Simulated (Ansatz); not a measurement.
# Al: a tetragonal deformation path

An exercise on one series of results from a longer session: the logs are not shown, and one member is left open.

Program: Ansatz 0.2.0. Level of theory: DFT r2SCAN, scalar-relativistic, plane waves, PAW. These are calculated values, not measurements.

## The system as given

Symmetry: Im-3m, No. 229, cubic system. The conventional cell has a = 3.182 Å, b = 3.182 Å, c = 3.182 Å, α = 90.00°, β = 90.00°, γ = 90.00°. Al (site symmetry m-3m) is surrounded by 8 Al at 2.76 Å.

Structure file:

```xyz
1
Lattice="-1.5912 1.5912 1.5912 1.5912 -1.5912 1.5912 1.5912 1.5912 -1.5912" Properties=species:S:1:pos:R:3 pbc="T T T"
Al    0.0000    0.0000    0.0000
```

It goes back to an entry of the Materials Project, which need not be the stable form.

No relaxation comes first: the listed cell is the starting point.

## The reference cell

Reference values: F = -540.2994 eV; pressure 0.49 GPa; largest force 0.000 eV/Å; gap on the mesh none (metal). It was computed beforehand with the settings of the runs below.

Set-up of the first run:

At fixed volume and fractional coordinates, lengths along (0.000, 0.000, 1.000) are scaled against those across it; ρ is that ratio over its starting value.

The input, input.yaml:

```yaml
crystal:
  lattice:
    - [-1.7861725054, 1.7861725054, 1.2628239613]
    - [1.7861725054, -1.7861725054, 1.2628239613]
    - [1.7861725054, 1.7861725054, -1.2628239613]
  atoms:
    - { symbol: Al, position: [0.0, 0.0, 0.0] }
basis:
  ecutwfc: 500
kpoints:
  mp_grid: { grid: [24, 24, 24] }
hamiltonian:
  xc: r2scan
scf:
  occupations: { method: gaussian, width: 0.15 }
output:
  forces: true
  stress: true
  eigenvalues: true
```

Started as:

```bash
$ ansatz run input.yaml --threads 1 --pin off --max-ram 2560MiB --backend cpu --events-out ev --progress --plain --runs-dir out
```

Steps of the session up to this table: Point ρ = 0.707; Point ρ = 1.414; At ρ = 0.850; ρ = 1.200; At ρ = 0.780; ρ = 1.300; At ρ = 0.920; ρ = 1.100; Point ρ = 0.650; ρ = 1.500; At ρ = 0.960; At ρ = 1.050.

One table of the session follows, with a row left open; its other results are not shown here.

| ρ | ΔE (meV/atom) | pressure (GPa) |
| --- | --- | --- |
| 0.650 | 216.3 | 10.8 |
| 0.707 | 56.6 | 5.3 |
| 0.780 | -10.9 | 2.0 |
| 0.850 | -17.7 | 0.9 |
| 0.920 | -7.1 | 0.5 |
| 0.960 | -2.1 | 0.5 |
| 1.000 | 0.0 | 0.5 |
| 1.050 | -4.0 | 0.4 |
| 1.100 | -14.5 | 0.4 |
| 1.200 | ? | ? |
| 1.300 | -96.8 | -0.6 |
| 1.414 | -112.0 | -1.2 |
| 1.500 | -104.5 | -0.8 |

Q: Estimate the row for ρ = 1.200 from the others.

Worked estimate for «ΔE (meV/atom)». A straight line through the neighbours (1.100, -14.5) and (1.300, -96.8) gives -14.5 + (-96.8 + 14.5) × (1.200 − 1.100) / (1.300 − 1.100) = -55.6; a parabola fitted to 4 rows on both sides gives -62.6.

The run gave: ΔE (meV/atom): -57.2; pressure (GPa): 0.0. In «ΔE (meV/atom)» the line misses by +1.6 and the parabola by -5.4.
